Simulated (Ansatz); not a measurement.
**FH₆NSi₂: basis-set convergence**

The task here is to estimate one member of a computed series from the others.

Program: Ansatz 0.2.0, Gaussian basis. Level of theory: one geometry, several basis sets. These are calculated values, not measurements.

Levels to be run: PBE0-D4/def2-SVP; ωB97M-V/def2-SVP; PBE0-D4/def2-QZVPP; ωB97M-V/def2-QZVPP; the functionals' def2-TZVPP values are taken from earlier runs.

## The geometry

The geometry comes from an earlier relaxation with PBE0-D4 in a triple-zeta def2 set; it is a stationary point, not always the lowest conformer.

SMILES `N[SiH2][SiH2]F`, 10 atoms, charge 0, spin multiplicity 1.

Atoms are counted from 1 here; the program's logs count them from 0.

Bond lengths: N1–Si2 1.722 Å, N1–H5 1.008 Å, N1–H6 1.008 Å, Si2–Si3 2.346 Å, Si2–H7 1.496 Å, Si2–H8 1.489 Å, Si3–F4 1.612 Å, Si3–H9 1.488 Å, Si3–H10 1.487 Å. Angles: Si2–N1–H5 119.2°, Si2–N1–H6 120.0°, H5–N1–H6 110.7°, N1–Si2–Si3 107.7°, N1–Si2–H7 116.0°, N1–Si2–H8 108.4°, Si3–Si2–H7 108.9°, Si3–Si2–H8 109.2°, H7–Si2–H8 106.5°, Si2–Si3–F4 108.6°, Si2–Si3–H9 112.1°, Si2–Si3–H10 112.3°, F4–Si3–H9 107.7°, F4–Si3–H10 107.1°, H9–Si3–H10 108.8°.

The first run:

The input, in.yaml:

```yaml
crystal:
  periodic: [false, false, false]
  atoms:
    - {symbol: N, position_ang: [-1.188812, 0.128236, -1.309938]}
    - {symbol: Si, position_ang: [-0.574815, -0.698136, 0.070851]}
    - {symbol: Si, position_ang: [1.383205, 0.401840, 0.747712]}
    - {symbol: F, position_ang: [1.056912, 1.970612, 0.928074]}
    - {symbol: H, position_ang: [-1.273924, 1.131927, -1.284558]}
    - {symbol: H, position_ang: [-1.934958, -0.279371, -1.850802]}
    - {symbol: H, position_ang: [-1.503468, -0.799884, 1.239777]}
    - {symbol: H, position_ang: [-0.239871, -2.093627, -0.326958]}
    - {symbol: H, position_ang: [1.889960, -0.106468, 2.050932]}
    - {symbol: H, position_ang: [2.468971, 0.293770, -0.262288]}
basis:
  gaussian: {orbitals: def2-SVP}
hamiltonian: {xc: pbe0, dispersion: d4}
output: {orbitals: {seedname: orbitals}}
```

Command:

```
$ ansatz run in.yaml --threads 2 --pin off --events-out ev --progress --plain --max-ram 4352MiB
```

Steps of the session up to this table: PBE0-D4 in def2-SVP; ωB97M-V in def2-SVP; PBE0-D4 in def2-QZVPP; ωB97M-V in def2-QZVPP.

One table of the session follows, with a row left open; its other results are not shown here.

It belongs to the step «Density functionals: the series». 

| functional | basis | HOMO (eV) |
| --- | --- | --- |
| PBE0-D4 | def2-SVP | -7.27 |
| PBE0-D4 | def2-TZVPP | -7.47 |
| PBE0-D4 | def2-QZVPP | -7.51 |
| ωB97M-V | def2-SVP | -9.51 |
| ωB97M-V | def2-TZVPP | ? |
| ωB97M-V | def2-QZVPP | -9.75 |

Q: Estimate the row for ωB97M-V, def2-TZVPP from the others.

The run gave: HOMO (eV): -9.71. In the column «HOMO (eV)» it lies between ωB97M-V, def2-QZVPP (-9.75) and ωB97M-V, def2-SVP (-9.51).
